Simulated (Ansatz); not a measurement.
**C₃H₁₁InSi: up Jacob's ladder to CCSD(T)**

An exercise on one series of results from a longer session: the logs are not shown, and one member is left open.

Method: functionals in def2-TZVPP, the program's frozen cores in correlated methods; program: Ansatz 0.2.0, Gaussian basis.

Levels to be run: LDA (SPW92), PBE-D4, revPBE-D4, BLYP-D4, r2SCAN-D4, B97M-V, PBE0-D4, B3LYP-D4, r2SCANh-D4, r2SCAN0-D4, HSE06-D4, BHLYP-D4, CAM-B3LYP-D4, LC-ωPBE, ωB97X-V, ωB97M-V, B2PLYP, PBE-QIDH; CCSD(T)/def2-SVP; MP2/def2-TZVPP; MP2/def2-QZVPP; RPA on PBE.

## The relaxed structure

The geometry comes from an earlier relaxation with PBE0-D4 in a triple-zeta def2 set; it is a stationary point, not always the lowest conformer. In takes the def2 core potential; no spin-orbit term is included.

SMILES `C[Si](C)(C)[InH2]`, 16 atoms, charge 0, spin multiplicity 1.

Atoms are counted from 1 here; the program's logs count them from 0.

Bond lengths: C1–Si2 1.883 Å, C1–H6 1.095 Å, C1–H7 1.093 Å, C1–H8 1.093 Å, Si2–C3 1.884 Å, Si2–C4 1.881 Å, Si2–In5 2.588 Å, C3–H9 1.093 Å, C3–H10 1.093 Å, C3–H11 1.095 Å, C4–H12 1.093 Å, C4–H13 1.095 Å, C4–H14 1.093 Å, In5–H15 1.740 Å, In5–H16 1.739 Å. Angles: Si2–C1–H6 110.2°, Si2–C1–H7 111.6°, Si2–C1–H8 111.4°, H6–C1–H7 107.7°, H6–C1–H8 108.0°, H7–C1–H8 107.8°, C1–Si2–C3 108.5°, C1–Si2–C4 108.9°, C1–Si2–In5 110.2°, C3–Si2–C4 108.7°, C3–Si2–In5 109.0°, C4–Si2–In5 111.4°, Si2–C3–H9 111.7°, Si2–C3–H10 111.5°, Si2–C3–H11 109.9°, H9–C3–H10 108.0°, H9–C3–H11 107.7°, H10–C3–H11 107.8° and more.

The first run:

in.yaml

```yaml
crystal:
  periodic: [false, false, false]
  atoms:
    - {symbol: C, position_ang: [-0.487970, 0.640390, -1.715106]}
    - {symbol: Si, position_ang: [0.011268, -0.027399, -0.027095]}
    - {symbol: C, position_ang: [1.763595, 0.552949, 0.352080]}
    - {symbol: C, position_ang: [-0.002411, -1.907275, -0.087161]}
    - {symbol: In, position_ang: [-1.587734, 0.872015, 1.797635]}
    - {symbol: H, position_ang: [0.212755, 0.292730, -2.481166]}
    - {symbol: H, position_ang: [-1.487609, 0.304320, -2.001872]}
    - {symbol: H, position_ang: [-0.485761, 1.732950, -1.727465]}
    - {symbol: H, position_ang: [2.117028, 0.171061, 1.313142]}
    - {symbol: H, position_ang: [1.828263, 1.643450, 0.378288]}
    - {symbol: H, position_ang: [2.451221, 0.194956, -0.421174]}
    - {symbol: H, position_ang: [-0.996976, -2.292005, -0.326076]}
    - {symbol: H, position_ang: [0.690896, -2.270723, -0.852511]}
    - {symbol: H, position_ang: [0.297836, -2.337527, 0.871347]}
    - {symbol: H, position_ang: [-2.028677, 2.552945, 1.891055]}
    - {symbol: H, position_ang: [-2.295734, -0.122828, 3.036077]}
basis:
  gaussian: {orbitals: def2-TZVPP}
hamiltonian: {xc: lda}
output: {orbitals: {seedname: orbitals}}
```

The run is started by

```console
$ ansatz run in.yaml --threads 4 --pin off --events-out ev --progress --plain --max-ram 11315MiB
```

Steps of the session up to this table: LDA; PBE-D4 (GGA); revPBE-D4 (GGA); BLYP-D4 (GGA); r2SCAN-D4 (meta-GGA); B97M-V (meta-GGA); B3LYP-D4 (hybrid); r2SCANh-D4 (hybrid); r2SCAN0-D4 (hybrid); HSE06-D4 (hybrid); BHLYP-D4 (hybrid); CAM-B3LYP-D4 (range-separated); LC-ωPBE (range-separated); ωB97X-V (range-separated); ωB97M-V (range-separated); B2PLYP (double hybrid); PBE-QIDH (double hybrid).

One of the session's tables, all rows but one given; the rest of the session is left out.

It belongs to the step «Orbital energies across the functionals». 

| functional | HOMO (eV) | LUMO (eV) | gap (eV) |
| --- | --- | --- | --- |
| LDA (SPW92) | -5.74 | -2.83 | 2.90 |
| PBE-D4 | -5.63 | -2.58 | 3.05 |
| revPBE-D4 | -5.58 | -2.46 | 3.12 |
| BLYP-D4 | -5.51 | -2.53 | 2.98 |
| r2SCAN-D4 | ? | ? | ? |
| B97M-V | -5.89 | -2.60 | 3.29 |
| PBE0-D4 | -6.62 | -1.86 | 4.77 |
| B3LYP-D4 | -6.46 | -2.12 | 4.34 |
| r2SCANh-D4 | -6.20 | -2.10 | 4.11 |
| r2SCAN0-D4 | -6.76 | -1.73 | 5.03 |
| HSE06-D4 | -6.24 | -2.22 | 4.02 |
| BHLYP-D4 | -7.55 | -1.21 | 6.34 |
| CAM-B3LYP-D4 | -7.85 | -1.05 | 6.81 |
| LC-ωPBE | -9.08 | 0.06 | 9.14 |
| ωB97X-V | -8.79 | -0.10 | 8.69 |
| ωB97M-V | -8.62 | -0.38 | 8.23 |

Q: Estimate the row for r2SCAN-D4 from the others.

Worked estimate for «HOMO (eV)». Against the share of exact exchange, r2SCANh-D4 (0.1, -6.20), r2SCAN0-D4 (0.25, -6.76) give a slope of -3.73 per unit share; at 0 the line stands at -5.83.

The run gave: HOMO (eV): -5.83; LUMO (eV): -2.35; gap (eV): 3.49. In «HOMO (eV)» the line misses by 0.00.
